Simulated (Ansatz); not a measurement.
# BH3: the cost of one run

Method: DFT PBE, scalar-relativistic, plane waves, PAW, in Ansatz 0.2.0.

## (1) The system as given

Bond lengths: B1–H3 1.323 Å, B2–H3 1.356 Å, B1–H4 1.341 Å, B2–H4 1.321 Å, B1–H5 1.184 Å, B1–H6 1.174 Å, B2–H7 1.183 Å, B2–H8 1.180 Å. Angles: H3–B2–H4 95.7°, H3–B2–H7 109.0°, H3–B2–H8 106.8°, H4–B2–H7 109.1°, H4–B2–H8 109.8°, H7–B2–H8 123.0°, H3–B1–H4 96.3°, H3–B1–H5 107.8°, H3–B1–H6 108.3°, H4–B1–H5 108.3°, H4–B1–H6 109.1°, H5–B1–H6 123.6°, B1–H3–B2 83.7°, B1–H4–B2 84.3°.

As a file:

```xyz
8

B     7.8976    7.2418    7.5034
B     6.1107    7.2566    7.4857
H     7.0188    7.2403    8.4919
H     6.9989    7.2626    6.5081
H     8.4582    8.2841    7.5200
H     8.4504    6.2062    7.4999
H     5.5418    8.2938    7.4977
H     5.5528    6.2170    7.5137
```

## (2) Relaxation

File input.yaml:

```yaml
crystal:
  lattice:
    - [14.0, 0.0, 0.0]
    - [0.0, 14.5, 0.0]
    - [0.0, 0.0, 15.0]
  atoms:
    - { symbol: B, position: [0.5641174622, 0.4994365863, 0.5002282527] }
    - { symbol: B, position: [0.4364765236, 0.5004553201, 0.4990460081] }
    - { symbol: H, position: [0.5013463668, 0.499333517, 0.5661263933] }
    - { symbol: H, position: [0.499921951, 0.5008668375, 0.4338736067] }
    - { symbol: H, position: [0.6041554889, 0.5713177601, 0.5013362135] }
    - { symbol: H, position: [0.6036001503, 0.4280154333, 0.4999951283] }
    - { symbol: H, position: [0.3958445111, 0.5719845667, 0.4998466211] }
    - { symbol: H, position: [0.3966320182, 0.428756136, 0.5009153634] }
  symmetry: { detect: false }
basis:
  ecutwfc: 420
kpoints:
  mp_grid: { grid: [1, 1, 1] }
hamiltonian:
  xc: pbe
scf:
  occupations: { method: gaussian, width: 0.005 }
output:
  forces: true
  eigenvalues: true
relax:
  adjacent_minimum: "off"
  f_tol: 0.01
  max_steps: 120
```

Command:

```sh
ansatz run input.yaml --threads 4 --pin off --max-ram 11264MiB --backend cpu --events-out ev --progress --plain --runs-dir out
```

What time and memory should one allow on 4 threads of Arm Neoverse V2, shared host?

About 12 s, with a peak of 1.3 GiB.
